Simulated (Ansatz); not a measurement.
# One shape, several levels: CH6BrNSi (SMILES C[SiH](N)Br)

Aim: a comparison of 3 runs (PBE/cc-pVDZ, PBE0/def2-SVP, MP2/def2-SVP) of CH6BrNSi. 

The results are computed with Ansatz 0.2.0.

4 further runs of the same task are left out: 2 for a known fault of the program, 1 that didn't finish, 1 set aside as unsound or not needed.

## Step 1: Starting point

The species is CH6BrNSi (10 atoms), meant as a singlet with charge 0. SMILES: `C[SiH](N)Br`. The shape is that of a PBE0-D4/def2-TZVP optimisation. This is one conformer, not always the lowest.

Bond lengths: C1–Si2 1.854 Å, Si2–N3 1.706 Å, Si2–Br4 2.254 Å, C1–H5 1.093 Å, C1–H6 1.093 Å, C1–H7 1.091 Å, Si2–H8 1.480 Å, N3–H9 1.008 Å, N3–H10 1.008 Å. Some angles: C1–Si2–N3 110.1°, C1–Si2–Br4 106.8°, N3–Si2–Br4 113.8°, C1–Si2–H8 114.1°, N3–Si2–H8 107.5°, Br4–Si2–H8 104.6°, Si2–C1–H5 110.6°, Si2–C1–H6 110.2°, Si2–C1–H7 110.5°, Si2–N3–H9 119.7°.

## Step 2: Energy and forces at PBE/cc-pVDZ (run 1)

run.yaml

```yaml
crystal:
  periodic: [false, false, false]
  atoms:
    - {symbol: C, position_ang: [-0.925600, 0.999400, -0.347100]}
    - {symbol: Si, position_ang: [-0.120000, -0.618300, 0.065500]}
    - {symbol: N, position_ang: [1.384300, -0.347800, 0.823300]}
    - {symbol: Br, position_ang: [0.027900, -1.781000, -1.860100]}
    - {symbol: H, position_ang: [-0.295200, 1.581700, -1.023600]}
    - {symbol: H, position_ang: [-1.092300, 1.581400, 0.562500]}
    - {symbol: H, position_ang: [-1.884000, 0.834300, -0.842500]}
    - {symbol: H, position_ang: [-0.922000, -1.480500, 0.962300]}
    - {symbol: H, position_ang: [2.038900, 0.301900, 0.415800]}
    - {symbol: H, position_ang: [1.871200, -1.122100, 1.247000]}
basis:
  gaussian:
    orbitals: cc-pVDZ
hamiltonian:
  xc: {name: PBE}
accuracy: high
output:
  forces: true
  orbitals: {seedname: orbitals}
```

Started as:

```console
$ ansatz run run.yaml --threads 1 --pin off --max-ram 2610MiB --events-out events.jsonl --progress --plain --runs-dir runs
```

Log (excerpt; [...] marks lines left out):

```text
Warning: RAYON_NUM_THREADS=1 ignored (pool sized by the plan → 1); use --threads N
Functional definition: PBE
  name "PBE"
[...]
2380 factors; integrals over basis functions are off by at most 4.6e-9 eV
[...]
mean field -80532.17514188 eV, -2959.5028497952 hartree, gradient 8.1e-8 eV, S^2 0.000000; 0 other end points of the search recorded, 0 dependent functions left out
[...]
reference -80532.17514521 eV, -2959.5028499175 hartree; 34, 34 occupied and 69, 69 virtual orbitals, 2380 factors
Total energy: -80532.17514521 eV, -2959.5028499175 hartree
Atom 0 at    -0.925600     0.999400    -0.347100 Å, force     0.013110    -0.014864     0.032806 eV/Å
Atom 1 at    -0.120000    -0.618300     0.065500 Å, force    -0.440730    -0.112412    -0.171524 eV/Å
Atom 2 at     1.384300    -0.347800     0.823300 Å, force     0.066449     0.321663     0.597039 eV/Å
Atom 3 at     0.027900    -1.781000    -1.860100 Å, force     0.021944    -0.337916    -0.557329 eV/Å
Atom 4 at    -0.295200     1.581700    -1.023600 Å, force     0.311457     0.293691    -0.341523 eV/Å
Atom 5 at    -1.092300     1.581400     0.562500 Å, force    -0.090905     0.299106     0.458169 eV/Å
Atom 6 at    -1.884000     0.834300    -0.842500 Å, force    -0.481424    -0.082772    -0.250657 eV/Å
Atom 7 at    -0.922000    -1.480500     0.962300 Å, force    -0.232354    -0.236855     0.293174 eV/Å
Atom 8 at     2.038900     0.301900     0.415800 Å, force     0.471043     0.416697    -0.308915 eV/Å
Atom 9 at     1.871200    -1.122100     1.247000 Å, force     0.361410    -0.546339     0.248760 eV/Å
Dipole moment:     0.219112     0.325125     0.298966 e Å
```

It took 32 s on 1 thread of Intel Xeon at 2.50GHz (Skylake/Cascade Lake), shared host; peak memory 0.31 GiB.

## Step 3: Energy and forces at PBE0/def2-SVP (run 2)

molecule.yaml

```yaml
crystal:
  periodic: [false, false, false]
  atoms:
    - {symbol: C, position_ang: [-0.925600, 0.999400, -0.347100]}
    - {symbol: Si, position_ang: [-0.120000, -0.618300, 0.065500]}
    - {symbol: N, position_ang: [1.384300, -0.347800, 0.823300]}
    - {symbol: Br, position_ang: [0.027900, -1.781000, -1.860100]}
    - {symbol: H, position_ang: [-0.295200, 1.581700, -1.023600]}
    - {symbol: H, position_ang: [-1.092300, 1.581400, 0.562500]}
    - {symbol: H, position_ang: [-1.884000, 0.834300, -0.842500]}
    - {symbol: H, position_ang: [-0.922000, -1.480500, 0.962300]}
    - {symbol: H, position_ang: [2.038900, 0.301900, 0.415800]}
    - {symbol: H, position_ang: [1.871200, -1.122100, 1.247000]}
basis:
  gaussian:
    orbitals: def2-SVP
hamiltonian:
  xc: pbe0
accuracy: high
output:
  forces: true
  orbitals: {seedname: orbitals}
```

Started as:

```console
$ ansatz run molecule.yaml --threads 1 --pin off --max-ram 2610MiB --events-out events.jsonl --progress --plain --runs-dir runs
```

Log (excerpt; [...] marks lines left out):

```text
Warning: RAYON_NUM_THREADS=1 ignored (pool sized by the plan → 1); use --threads N
Functional definition: PBE0
  name "PBE0"
[...]
2351 factors; integrals over basis functions are off by at most 1.2e-8 eV
[...]
mean field -80523.91649390 eV, -2959.1993500800 hartree, gradient 2.7e-8 eV, S^2 0.000000; 0 other end points of the search recorded, 0 dependent functions left out
[...]
reference -80523.91649634 eV, -2959.1993501695 hartree; 34, 34 occupied and 74, 74 virtual orbitals, 2351 factors
Total energy: -80523.91649634 eV, -2959.1993501695 hartree
Atom 0 at    -0.925600     0.999400    -0.347100 Å, force     0.044265    -0.104062     0.031779 eV/Å
Atom 1 at    -0.120000    -0.618300     0.065500 Å, force    -0.171667    -0.086271    -0.074128 eV/Å
Atom 2 at     1.384300    -0.347800     0.823300 Å, force    -0.001931     0.098419     0.157222 eV/Å
Atom 3 at     0.027900    -1.781000    -1.860100 Å, force     0.007347    -0.082532    -0.150354 eV/Å
Atom 4 at    -0.295200     1.581700    -1.023600 Å, force     0.161800     0.156551    -0.181293 eV/Å
Atom 5 at    -1.092300     1.581400     0.562500 Å, force    -0.043784     0.159880     0.239032 eV/Å
Atom 6 at    -1.884000     0.834300    -0.842500 Å, force    -0.261001    -0.033891    -0.136300 eV/Å
Atom 7 at    -0.922000    -1.480500     0.962300 Å, force    -0.089692    -0.076911     0.093353 eV/Å
Atom 8 at     2.038900     0.301900     0.415800 Å, force     0.201827     0.196420    -0.112155 eV/Å
Atom 9 at     1.871200    -1.122100     1.247000 Å, force     0.152835    -0.227602     0.132845 eV/Å
Dipole moment:     0.215440     0.309864     0.295004 e Å
```

Wall time 35 s (1 thread of Intel Xeon at 2.50GHz (Skylake/Cascade Lake), shared host); peak memory 0.44 GiB.

## Step 4: Energy and forces at MP2/def2-SVP (run 3)

Changes to molecule.yaml since step 3:

```diff
@@ -14,9 +14,5 @@
 basis:
-  gaussian:
-    orbitals: def2-SVP
-hamiltonian:
-  xc: pbe0
+  gaussian: {orbitals: def2-SVP}
+output: {forces: true, orbitals: {seedname: orbitals}}
 accuracy: high
-output:
-  forces: true
-  orbitals: {seedname: orbitals}
+correlation: {method: mp2, frozen_orbitals: {Br: 9, C: 1, H: 0, "N": 1, Si: 5}}
```

Started as:

```console
$ ansatz run molecule.yaml --threads 1 --pin off --max-ram 2610MiB --events-out events.jsonl --progress --plain --runs-dir runs
```

Log (excerpt; [...] marks lines left out):

```text
Warning: RAYON_NUM_THREADS=1 ignored (pool sized by the plan → 1); use --threads N
Functional definition: HF
  name "HF"
[...]
2351 factors; integrals over basis functions are off by at most 1.2e-8 eV
[...]
mean field -80458.03158261 eV, -2956.7781242483 hartree, gradient 6.4e-8 eV, S^2 0.000000; 0 other end points of the search recorded, 0 dependent functions left out
16 core orbitals not correlated: weight in the atoms' cores, before any rotation towards them, 1.000 or more for the frozen orbitals, at most 0.000 for the correlated occupied ones
reference -80458.03158261 eV, -2956.7781242483 hartree; 18, 18 occupied and 74, 74 virtual orbitals, 2351 factors
second order -17.54231054 eV of doubles, -0.00000000 eV of singles
[...]
Total energy: -80475.57389314 eV, -2957.4227922699 hartree
Atom 0 at    -0.925600     0.999400    -0.347100 Å, force     0.011611    -0.059601     0.021264 eV/Å
Atom 1 at    -0.120000    -0.618300     0.065500 Å, force    -0.292742    -0.286750     0.014544 eV/Å
Atom 2 at     1.384300    -0.347800     0.823300 Å, force     0.008254     0.153549     0.222239 eV/Å
Atom 3 at     0.027900    -1.781000    -1.860100 Å, force    -0.011812    -0.055547    -0.143894 eV/Å
Atom 4 at    -0.295200     1.581700    -1.023600 Å, force     0.142593     0.125460    -0.152221 eV/Å
Atom 5 at    -1.092300     1.581400     0.562500 Å, force    -0.035196     0.138639     0.194166 eV/Å
Atom 6 at    -1.884000     0.834300    -0.842500 Å, force    -0.224782    -0.023807    -0.118194 eV/Å
Atom 7 at    -0.922000    -1.480500     0.962300 Å, force     0.018851     0.059542    -0.036832 eV/Å
Atom 8 at     2.038900     0.301900     0.415800 Å, force     0.213691     0.201299    -0.131746 eV/Å
Atom 9 at     1.871200    -1.122100     1.247000 Å, force     0.169532    -0.252783     0.130672 eV/Å
Dipole moment:     0.223781     0.298919     0.296893 e Å
```

It took 39 s on 1 thread of Intel Xeon at 2.50GHz (Skylake/Cascade Lake), shared host; peak memory 0.48 GiB.

## Step 5: The series

| run | level | frozen core orbitals | energy (Eh) | dipole moment (D) | HOMO energy (eV) | LUMO energy (eV) | wall time |
| --- | --- | --- | --- | --- | --- | --- | --- |
| 1 | PBE/cc-pVDZ | – | -2959.502850 | 2.37 | -6.04 | 0.41 | 32 s |
| 2 | PBE0/def2-SVP | – | -2959.199350 | 2.30 | -7.52 | 1.34 | 35 s |
| 3 | MP2/def2-SVP | 16 | -2957.422792 | 2.29 | -10.79 | 4.41 | 39 s |

## Step 6: What came out

| quantity | value |
| --- | --- |
| run 3: total energy | -2957.42279 Eh |
| run 3: dipole moment (correlated density) | 2.29 D |
| run 3: HOMO energy (Hartree–Fock orbitals) | -10.79 eV |
| run 3: LUMO energy (Hartree–Fock orbitals) | 4.41 eV |
| run 3: HOMO–LUMO gap (Hartree–Fock orbitals) | 15.20 eV |
| run 3: correlation energy (16 core orbitals frozen) | -644.7 mEh |
| run 3: largest force on an atom | 0.410 eV/Å |

In words: The dipole moment (its size) runs from 2.29 D (MP2/def2-SVP) to 2.37 D (PBE/cc-pVDZ). The two ends differ in method and basis. Totals of different functionals can't be ranked against each other. All runs together took 1.8 min, the longest 39 s.
